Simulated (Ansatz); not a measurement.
# CdClHO: vertical ionisation energy

One table from this session's results is given with a row withheld; the runs are named, their logs left out.

Method: unrestricted cation, the program's frozen cores in correlated methods; program: Ansatz 0.2.0, Gaussian basis.

Plan: UKS PBE-D4/def2-TZVPP; UKS r2SCAN-D4/def2-TZVPP; UKS PBE0-D4/def2-TZVPP; UKS B3LYP-D4/def2-TZVPP; UKS wB97X-V/def2-TZVPP; UKS wB97M-V/def2-TZVPP; UKS B2PLYP/def2-TZVPP; UHF-CCSD(T)/def2-TZVPP; UHF-MP2/def2-QZVPP; extrapolation to the limit; then −ε(HOMO) from the neutral's earlier runs with LDA (SPW92), PBE-D4, revPBE-D4, BLYP-D4, r2SCAN-D4, B97M-V, PBE0-D4, B3LYP-D4, r2SCANh-D4, r2SCAN0-D4, HSE06-D4, BHLYP-D4, CAM-B3LYP-D4, LC-ωPBE, ωB97X-V, ωB97M-V.

## The geometry

An earlier PBE0-D4 in a triple-zeta def2 set relaxation fixed the geometry. Cd takes the def2 core potential; no spin-orbit term is included.

SMILES `[OH][Cd][Cl]`, 4 atoms, charge 0, spin multiplicity 1.

Atoms are counted from 1 here; the program's logs count them from 0.

Bond lengths: O1–Cd2 1.960 Å, O1–H4 0.960 Å, Cd2–Cl3 2.263 Å. Angles: Cd2–O1–H4 112.7°, O1–Cd2–Cl3 176.3°.

Set-up of the first run:

in.yaml

```yaml
crystal:
  periodic: [false, false, false]
  atoms:
    - {symbol: O, position_ang: [-0.942667, 0.761850, -0.794890]}
    - {symbol: Cd, position_ang: [0.513684, -0.131874, 0.165509]}
    - {symbol: Cl, position_ang: [2.287012, -1.071375, 1.210380]}
    - {symbol: H, position_ang: [-1.802528, 0.381098, -0.601200]}
basis:
  gaussian: {orbitals: def2-TZVPP}
total_charge: 1
magnetization: {spin_polarized: true, initial_magnetization: 1}
hamiltonian: {xc: pbe, dispersion: d4}
```

Among the steps run: Cation, UKS PBE-D4/def2-TZVPP; Cation, UKS r2SCAN-D4/def2-TZVPP; Cation, UKS PBE0-D4/def2-TZVPP; Cation, UKS B3LYP-D4/def2-TZVPP; Cation, UKS wB97X-V/def2-TZVPP; Cation, UKS wB97M-V/def2-TZVPP; Cation, UKS B2PLYP (frozen core)/def2-TZVPP; Cation, UHF-CCSD(T)/def2-TZVPP; Cation, UHF-MP2/def2-QZVPP.

One of the session's tables, all rows but one given; the rest of the session is left out.

For comparison, −ε(HOMO) of the neutral from earlier runs:

| functional | −ε(HOMO) (eV) |
| --- | --- |
| LDA (SPW92) | 7.01 |
| PBE-D4 | 6.76 |
| revPBE-D4 | 6.67 |
| BLYP-D4 | 6.67 |
| r2SCAN-D4 | 7.08 |
| B97M-V | 7.14 |
| PBE0-D4 | 8.34 |
| B3LYP-D4 | 8.09 |
| r2SCANh-D4 | 7.68 |
| r2SCAN0-D4 | 8.58 |
| HSE06-D4 | 7.93 |
| BHLYP-D4 | 9.81 |
| CAM-B3LYP-D4 | 9.81 |
| LC-ωPBE | 11.16 |
| ωB97X-V | 10.81 |
| ωB97M-V | ? |

**Question.** Estimate the row for ωB97M-V.

The run gave: −ε(HOMO) (eV): 10.73. In the column «−ε(HOMO) (eV)» it lies between CAM-B3LYP-D4 (9.81) and ωB97X-V (10.81).
